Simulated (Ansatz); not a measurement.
# Mn3CuN: equation of state with PBE

The system is Mn3CuN.

```
Cu Mn N
1.0
     3.82885    0.00000    0.00000
     0.00000    3.82885    0.00000
     0.00000    0.00000    3.82885
Cu Mn N
1 3 1
Cartesian
  0.0000 0.0000 0.0000
  1.9144 0.0000 1.9144
  1.9144 1.9144 0.0000
  0.0000 1.9144 1.9144
  1.9144 1.9144 1.9144
```

The cell comes from a database or a generator and needn't be the stable form of this composition.

```
Program             : Ansatz 0.2.0
Task                : equation of state
Functional          : PBE
Potentials or basis : Ansatz PAW
Cutoff              : 420 eV
Density cutoff      : 1680 eV
k mesh              : 7 × 7 × 7
Occupations         : fermi-dirac, width 0.05 eV
Spin                : collinear spin, ferromagnetic start
Starting moments    : [0.6, 4.0, 4.0, 4.0, 0.0] μB
```

```json
{
 "Equilibrium volume": "11.11 Å³/atom (rough: see the caveat)",
 "Bulk modulus": "101 GPa (rough)"
}
```

Energy against volume, from the lowest point:
| volume (Å³/atom) | energy (meV/atom) |
| --- | --- |
| 10.553 | 12.07 |
| 10.777 | 4.81 |
| 11.002 | 0.27 |
| 11.226 | 0.00 |
| 11.451 | 3.32 |
| 11.675 | 6.83 |
| 11.900 | 10.89 |

All runs of the series together: 49 s on 2 threads of Arm Neoverse V2, with other jobs on the host.

Caveat: the fit is doubtful: noisy points or a state that changes with volume.
